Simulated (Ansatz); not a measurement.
# CH5FGeOS: up Jacob's ladder to CCSD(T)

One table from this session's results is given with a row withheld; the runs are named, their logs left out.

Program: Ansatz 0.2.0, Gaussian basis. Level of theory: functionals in def2-TZVPP, the program's frozen cores in correlated methods. These are calculated values, not measurements.

Plan: PBE-D4, r2SCAN-D4, PBE0-D4, B3LYP-D4, ωB97X-V, ωB97M-V, B2PLYP; CCSD(T)/def2-TZVPP; MP2/def2-QZVPP; extrapolation to the limit.

## The relaxed structure

All runs share one geometry, relaxed beforehand with PBE0-D4 in a triple-zeta def2 set.

SMILES `C[O][GeH]([F])[SH]`, 10 atoms, charge 0, spin multiplicity 1.

Atoms are counted from 1 here; the program's logs count them from 0.

Bond lengths: C1–O2 1.416 Å, C1–H6 1.097 Å, C1–H7 1.094 Å, C1–H8 1.091 Å, O2–Ge3 1.757 Å, Ge3–F4 1.739 Å, Ge3–S5 2.186 Å, Ge3–H9 1.532 Å, S5–H10 1.345 Å. Angles: O2–C1–H6 111.8°, O2–C1–H7 111.7°, O2–C1–H8 107.4°, H6–C1–H7 108.8°, H6–C1–H8 108.3°, H7–C1–H8 108.8°, C1–O2–Ge3 119.2°, O2–Ge3–F4 105.3°, O2–Ge3–S5 106.7°, O2–Ge3–H9 114.6°, F4–Ge3–S5 111.2°, F4–Ge3–H9 105.5°, S5–Ge3–H9 113.3°, Ge3–S5–H10 91.6°.

Set-up of the first run:

in.yaml reads:

```yaml
crystal:
  periodic: [false, false, false]
  atoms:
    - {symbol: C, position_ang: [0.353201, -1.194306, 1.078722]}
    - {symbol: O, position_ang: [0.719779, -0.179812, 0.161021]}
    - {symbol: Ge, position_ang: [-0.508106, 0.511869, -0.888424]}
    - {symbol: F, position_ang: [-1.799935, 0.991425, 0.172806]}
    - {symbol: S, position_ang: [0.399872, 2.245681, -1.861274]}
    - {symbol: H, position_ang: [-0.021347, -2.089683, 0.568115]}
    - {symbol: H, position_ang: [-0.407690, -0.846881, 1.784090]}
    - {symbol: H, position_ang: [1.249887, -1.468977, 1.636826]}
    - {symbol: H, position_ang: [-1.135591, -0.477688, -1.875290]}
    - {symbol: H, position_ang: [1.149910, 2.508364, -0.776593]}
basis:
  gaussian: {orbitals: def2-TZVPP}
hamiltonian: {xc: pbe, dispersion: d4}
output: {forces: true, orbitals: {seedname: orbitals}}
```

Started as:

```console
$ ansatz run in.yaml --threads 2 --pin off --events-out ev --progress --plain --max-ram 32768MiB --backend cpu
```

Among the steps run: PBE-D4 (GGA); r2SCAN-D4 (meta-GGA); PBE0-D4 (hybrid); B3LYP-D4 (hybrid); ωB97X-V (range-separated); ωB97M-V (range-separated); B2PLYP (double hybrid); CCSD(T) in def2-TZVPP; MP2 in def2-QZVPP.

One table of the session follows, with a row left open; its other results are not shown here.

```
            method  atomisation energy (eV)
            PBE-D4                   36.424
         r2SCAN-D4                   35.986
           PBE0-D4                   35.614
          B3LYP-D4                   35.594
           ωB97X-V                   36.066
           ωB97M-V                   35.868
            B2PLYP                   35.371
     HF/def2-TZVPP                   25.276
    MP2/def2-TZVPP                   35.784
   CCSD/def2-TZVPP                        ?
CCSD(T)/def2-TZVPP                   35.080
           MP2/CBS                   36.703
       CCSD(T)/CBS                   35.999
```

**Question.** Estimate the row for CCSD/def2-TZVPP.

**Answer.** atomisation energy (eV): 34.469. In the column «atomisation energy (eV)» it lies between HF/def2-TZVPP (25.276) and CCSD(T)/def2-TZVPP (35.080).
